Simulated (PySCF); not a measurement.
# CH2Se (methaneselone) at BLYP/def2-TZVPP

Aim: the vertical singlet–triplet gap of CH2Se (methaneselone) at BLYP/def2-TZVPP, from 2 runs. Input form: a Python script.

The calculation is run with PySCF 2.14.0.

1 further run of the same task is left out (set aside as unsound or not needed).

## Step 1: The system as given

CH2Se: 4 atoms, total charge 0, spin state singlet. SMILES: `C=[Se]`. The shape is that of a PBE0-D4/def2-TZVP optimisation.

Bond lengths: C1–Se2 1.741 Å, C1–H3 1.087 Å, C1–H4 1.087 Å. Angles: Se2–C1–H3 121.8°, Se2–C1–H4 121.8°, H3–C1–H4 116.4°.

## Step 2: A single-point energy at BLYP/def2-TZVPP

Input file run.py:

```python
from pyscf import gto, dft

mol = gto.M(
    atom='''
C     -0.244606    -0.051835    -0.128842
Se     2.615589     0.554408     1.377950
H     -1.108381    -1.915672    -0.101233
H     -1.262602     1.413099    -1.147839
''',
    verbose=3,
    charge=0,
    unit='bohr',
    basis='def2-tzvpp',
    spin=0,
    max_memory=1860,
)

mf = dft.RKS(mol, xc='blyp')
mf.conv_tol = 1e-10
mf.grids.level = 5
mf.kernel()
if not mf.converged:
    mf = mf.newton().run(mf.mo_coeff, mf.mo_occ)

energy = mf.e_tot
print(f'total energy: {energy:.8f} hartree')
```

Started as:

```console
OMP_NUM_THREADS=1 python run.py
```

Standard output:

```text
converged SCF energy = -2440.85738591458
total energy: -2440.85738591 hartree
```

It took 13 s on 1 thread of Arm Neoverse V1, shared host; peak memory 0.55 GiB.

## Step 3: The triplet at the same level

Input file geometry.xyz:

```xyz
4

C     -0.129440    -0.027430    -0.068180
Se     1.384110     0.293380     0.729180
H     -0.586530    -1.013730    -0.053570
H     -0.668140     0.747780    -0.607410
```

Input file input.py:

```python
from pyscf import gto, dft

mol = gto.Mole()
mol.atom = 'geometry.xyz'
mol.spin = 2
mol.max_memory = 1860
mol.verbose = 3
mol.basis = 'def2-tzvpp'
mol.build()

ks = dft.UKS(mol, xc='blyp')
ks.grids.level = 5
ks.conv_tol = 1e-10
ks.kernel()
if not ks.converged:
    ks = ks.newton().run(ks.mo_coeff, ks.mo_occ)

etot = ks.e_tot
print('E = %.10f Eh' % etot)
```

Started as:

```console
OMP_NUM_THREADS=1 python input.py
```

Standard output:

```text
WARN: HOMO -0.160701098539878 >= LUMO -0.231675556423554

WARN: HOMO -0.0399991810444469 >= LUMO -0.198514817418115

WARN: HOMO -0.135260465930902 >= LUMO -0.18242190182848

WARN: HOMO -0.132395411704969 >= LUMO -0.197580418456042

WARN: HOMO -0.134845986772135 >= LUMO -0.193565843107812

WARN: HOMO -0.134462727928582 >= LUMO -0.192254827897038

WARN: HOMO -0.135169239909864 >= LUMO -0.192779901217161

WARN: HOMO -0.13506286520051 >= LUMO -0.192577783612094

WARN: HOMO -0.135078965758296 >= LUMO -0.19259098874209

WARN: HOMO -0.135086749795672 >= LUMO -0.192597050189274

WARN: HOMO -0.13508504118494 >= LUMO -0.192596515825933

WARN: HOMO -0.135085428685649 >= LUMO -0.192596903185866

WARN: HOMO -0.135085340946748 >= LUMO -0.19259685091599

converged SCF energy = -2440.8000233487  <S^2> = 2.0037061  2S+1 = 3.0024697
E = -2440.8000233487 Eh
```

It took 29 s on 1 thread of Arm Neoverse V1, shared host; peak memory 0.56 GiB.

## Step 4: Results

Level: BLYP/def2-TZVPP.

| quantity | value |
| --- | --- |
| singlet: total energy | -2440.85739 Eh |
| singlet: dipole moment | 1.42 D |
| singlet: HOMO energy | -5.11 eV |
| singlet: LUMO energy | -3.54 eV |
| singlet: HOMO–LUMO gap | 1.57 eV |
| triplet: total energy | -2440.80002 Eh |
| triplet: dipole moment | 0.28 D |
| triplet: HOMO energy (highest over α and β) | -3.68 eV |
| triplet: ⟨S²⟩ | 2.004 |
| vertical energy of the triplet above the singlet | 1.561 eV |

What this shows: At this shape the triplet lies 1.56 eV (36 kcal/mol) above the singlet. Mulliken charges (singlet) run from -0.25 on C1 to +0.14 on H3. Mulliken charges (triplet) run from -0.35 on C1 to +0.12 on Se2; they depend strongly on the basis.
